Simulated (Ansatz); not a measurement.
# C₂H₁₃AlOSi₂: ionisation energy by level of theory

An exercise on one series of results from a longer session: the logs are not shown, and one member is left open.

Method: unrestricted cation, the program's frozen cores in correlated methods; program: Ansatz 0.2.0, Gaussian basis.

Levels to be run: UKS PBE-D4/def2-TZVPP; UKS r2SCAN-D4/def2-TZVPP; UKS PBE0-D4/def2-TZVPP; UKS B3LYP-D4/def2-TZVPP; UKS wB97X-V/def2-TZVPP; UKS wB97M-V/def2-TZVPP; UKS B2PLYP/def2-TZVPP; UHF-CCSD(T)/def2-TZVPP; UHF-MP2/def2-QZVPP; extrapolation to the limit; then −ε(HOMO) from the neutral's earlier runs with LDA (SPW92), PBE-D4, revPBE-D4, BLYP-D4, r2SCAN-D4, B97M-V, PBE0-D4, B3LYP-D4, r2SCANh-D4, r2SCAN0-D4, HSE06-D4, BHLYP-D4, CAM-B3LYP-D4, LC-ωPBE, ωB97X-V, ωB97M-V.

## The geometry

All runs share one geometry, relaxed beforehand with PBE0-D4 in a triple-zeta def2 set.

SMILES `[CH3][AlH-]([CH3])[O+]([SiH3])[SiH3]`, 19 atoms, charge 0, spin multiplicity 1.

Atoms are counted from 1 here; the program's logs count them from 0.

Bond lengths: C1–Al2 1.965 Å, C1–H7 1.095 Å, C1–H8 1.095 Å, C1–H9 1.096 Å, Al2–C3 1.965 Å, Al2–O4 1.997 Å, Al2–H10 1.625 Å, C3–H11 1.095 Å, C3–H12 1.095 Å, C3–H13 1.096 Å, O4–Si5 1.684 Å, O4–Si6 1.703 Å, Si5–H14 1.481 Å, Si5–H15 1.477 Å, Si5–H16 1.481 Å, Si6–H17 1.474 Å, Si6–H18 1.494 Å, Si6–H19 1.474 Å. Angles: Al2–C1–H7 112.4°, Al2–C1–H8 112.5°, Al2–C1–H9 110.9°, H7–C1–H8 107.6°, H7–C1–H9 106.7°, H8–C1–H9 106.4°, C1–Al2–C3 120.4°, C1–Al2–O4 103.9°, C1–Al2–H10 116.6°, C3–Al2–O4 103.9°, C3–Al2–H10 116.6°, O4–Al2–H10 86.9°, Al2–C3–H11 112.5°, Al2–C3–H12 112.4°, Al2–C3–H13 110.9°, H11–C3–H12 107.6°, H11–C3–H13 106.4°, H12–C3–H13 106.7° and more.

Set-up of the first run:

File in.yaml:

```yaml
crystal:
  periodic: [false, false, false]
  atoms:
    - {symbol: C, position_ang: [2.244058, -0.756869, -0.360238]}
    - {symbol: Al, position_ang: [0.313225, -0.840840, -0.713052]}
    - {symbol: C, position_ang: [-0.780789, -2.268606, 0.076834]}
    - {symbol: O, position_ang: [-0.399080, 0.826620, 0.123601]}
    - {symbol: Si, position_ang: [-0.343882, 1.185546, 1.767758]}
    - {symbol: Si, position_ang: [-1.061028, 1.812695, -1.096716]}
    - {symbol: H, position_ang: [2.686816, 0.190769, -0.683466]}
    - {symbol: H, position_ang: [2.481772, -0.889066, 0.700874]}
    - {symbol: H, position_ang: [2.774195, -1.551259, -0.896964]}
    - {symbol: H, position_ang: [-0.192260, -0.239109, -2.135599]}
    - {symbol: H, position_ang: [-0.571171, -2.415586, 1.141947]}
    - {symbol: H, position_ang: [-1.853966, -2.078230, -0.026520]}
    - {symbol: H, position_ang: [-0.582851, -3.228609, -0.412470]}
    - {symbol: H, position_ang: [0.431896, 2.432712, 1.954376]}
    - {symbol: H, position_ang: [0.321773, 0.033276, 2.408793]}
    - {symbol: H, position_ang: [-1.729206, 1.355220, 2.261922]}
    - {symbol: H, position_ang: [-0.022126, 2.269341, -2.037521]}
    - {symbol: H, position_ang: [-1.526664, 2.982972, -0.293341]}
    - {symbol: H, position_ang: [-2.232611, 1.174823, -1.723917]}
basis:
  gaussian: {orbitals: def2-TZVPP}
total_charge: 1
magnetization: {spin_polarized: true, initial_magnetization: 1}
hamiltonian: {xc: pbe, dispersion: d4}
```

Steps of the session up to this table: Cation, UKS PBE-D4/def2-TZVPP; Cation, UKS r2SCAN-D4/def2-TZVPP; Cation, UKS PBE0-D4/def2-TZVPP; Cation, UKS B3LYP-D4/def2-TZVPP; Cation, UKS wB97X-V/def2-TZVPP; Cation, UKS wB97M-V/def2-TZVPP; Cation, UKS B2PLYP (frozen core)/def2-TZVPP; Cation, UHF-CCSD(T)/def2-TZVPP; Cation, UHF-MP2/def2-QZVPP.

One of the session's tables, all rows but one given; the rest of the session is left out.

Orbital estimates, from the neutral's runs:

| functional | −ε(HOMO) (eV) |
| --- | --- |
| LDA (SPW92) | 6.04 |
| PBE-D4 | 5.91 |
| revPBE-D4 | 5.86 |
| BLYP-D4 | 5.77 |
| r2SCAN-D4 | 6.17 |
| B97M-V | ? |
| PBE0-D4 | 7.17 |
| B3LYP-D4 | 6.94 |
| r2SCANh-D4 | 6.64 |
| r2SCAN0-D4 | 7.35 |
| HSE06-D4 | 6.77 |
| BHLYP-D4 | 8.34 |
| CAM-B3LYP-D4 | 8.54 |
| LC-ωPBE | 9.93 |
| ωB97X-V | 9.56 |
| ωB97M-V | 9.43 |

Estimate the missing values for B97M-V.

As computed: −ε(HOMO) (eV): 6.30. In the column «−ε(HOMO) (eV)» it lies between r2SCAN-D4 (6.17) and r2SCANh-D4 (6.64).

To keep in mind: The cation may have settled in a state other than its lowest; no search over hole states beyond the program's own was made.
